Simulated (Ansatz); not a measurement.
**C6H18N4W: small, medium and large basis sets**

How large a basis does C6H18N4W need? Two functionals are run in growing sets.

The runs use Ansatz 0.2.0, Gaussian basis; one geometry, several basis sets.

Plan: PBE0-D4/def2-SVP; ωB97M-V/def2-SVP; PBE0-D4/def2-QZVPP; ωB97M-V/def2-QZVPP; the functionals' def2-TZVPP values are taken from earlier runs.

**1. Structure used throughout**

The geometry comes from an earlier relaxation with PBE0-D4 in a triple-zeta def2 set; it is a stationary point, not always the lowest conformer. W takes the def2 core potential; no spin-orbit term is included.

SMILES `C[N]=[W](=[N]C)([N](C)C)[N](C)C`, 29 atoms, charge 0, spin multiplicity 1.

Atoms are counted from 1 here; the program's logs count them from 0.

Bond lengths: C1–N2 1.416 Å, C1–H12 1.097 Å, C1–H13 1.097 Å, C1–H14 1.096 Å, N2–W3 1.764 Å, W3–N4 1.764 Å, W3–N6 1.970 Å, W3–N9 1.970 Å, N4–C5 1.416 Å, C5–H15 1.097 Å, C5–H16 1.097 Å, C5–H17 1.096 Å, N6–C7 1.444 Å, N6–C8 1.444 Å, C7–H18 1.090 Å, C7–H19 1.100 Å, C7–H20 1.100 Å, C8–H21 1.100 Å and more. Angles: N2–C1–H12 110.8°, N2–C1–H13 110.8°, N2–C1–H14 112.2°, H12–C1–H13 107.3°, H12–C1–H14 107.8°, H13–C1–H14 107.8°, C1–N2–W3 162.8°, N2–W3–N4 116.0°, N2–W3–N6 107.2°, N2–W3–N9 107.2°, N4–W3–N6 107.2°, N4–W3–N9 107.2°, N6–W3–N9 112.2°, W3–N4–C5 162.7°, N4–C5–H15 110.8°, N4–C5–H16 110.8°, N4–C5–H17 112.2°, H15–C5–H16 107.3° and more.

**2. PBE0-D4 in def2-SVP**

Input file in.yaml:

```yaml
crystal:
  periodic: [false, false, false]
  atoms:
    - {symbol: C, position_ang: [1.311453, 1.982134, 2.355098]}
    - {symbol: N, position_ang: [0.831850, 1.041133, 1.411444]}
    - {symbol: W, position_ang: [-0.034505, 0.292440, 0.069631]}
    - {symbol: N, position_ang: [-1.113080, 1.349690, -0.841704]}
    - {symbol: C, position_ang: [-1.835724, 2.481994, -1.290813]}
    - {symbol: N, position_ang: [-1.138190, -1.154400, 0.823753]}
    - {symbol: C, position_ang: [-0.810894, -1.871336, 2.033183]}
    - {symbol: C, position_ang: [-2.368924, -1.622547, 0.232257]}
    - {symbol: N, position_ang: [1.318863, -0.385423, -1.190947]}
    - {symbol: C, position_ang: [2.651345, -0.785500, -0.806014]}
    - {symbol: C, position_ang: [1.094537, -0.540446, -2.608512]}
    - {symbol: H, position_ang: [1.071602, 1.665900, 3.377702]}
    - {symbol: H, position_ang: [2.402254, 2.078031, 2.290254]}
    - {symbol: H, position_ang: [0.878827, 2.977690, 2.203008]}
    - {symbol: H, position_ang: [-1.586387, 2.715464, -2.333198]}
    - {symbol: H, position_ang: [-2.916143, 2.297594, -1.246858]}
    - {symbol: H, position_ang: [-1.624040, 3.373209, -0.688862]}
    - {symbol: H, position_ang: [0.092054, -1.467112, 2.490255]}
    - {symbol: H, position_ang: [-0.645010, -2.939460, 1.831906]}
    - {symbol: H, position_ang: [-1.628738, -1.798862, 2.765197]}
    - {symbol: H, position_ang: [-2.291012, -2.676697, -0.070435]}
    - {symbol: H, position_ang: [-2.623326, -1.033611, -0.648683]}
    - {symbol: H, position_ang: [-3.200967, -1.547673, 0.947852]}
    - {symbol: H, position_ang: [2.822437, -1.852453, -1.009146]}
    - {symbol: H, position_ang: [2.815741, -0.611036, 0.257078]}
    - {symbol: H, position_ang: [3.408381, -0.219274, -1.368383]}
    - {symbol: H, position_ang: [1.837263, 0.028192, -3.187285]}
    - {symbol: H, position_ang: [1.178013, -1.593555, -2.913317]}
    - {symbol: H, position_ang: [0.102322, -0.184098, -2.884460]}
basis:
  gaussian: {orbitals: def2-SVP}
hamiltonian: {xc: pbe0, dispersion: d4}
output: {orbitals: {seedname: orbitals}}
```

The run is started by

```
> ansatz run in.yaml --threads 11 --pin off --events-out ev --progress --plain --max-ram 174080MiB --backend cpu
```

After this run come: ωB97M-V in def2-SVP; PBE0-D4 in def2-QZVPP; ωB97M-V in def2-QZVPP.

Before running them: what should the planned runs give, taken together? Wanted: PBE0-D4: double and triple zeta above quadruple; ωB97M-V: double and triple zeta above quadruple.

**Answer**, as computed:

```
                                       quantity           value
PBE0-D4: double and triple zeta above quadruple  15.12, 0.73 eV
ωB97M-V: double and triple zeta above quadruple  15.82, 0.71 eV
```

In words: PBE0-D4 gains 14.40 eV from double to triple zeta, then 0.73 eV more. These are total energies; as a rule much of such shifts cancels in differences, which this series doesn't test. The LUMO of ωB97M-V is positive and keeps falling with the basis (2.03 to 1.11 eV): an unbound level that the basis holds in place.
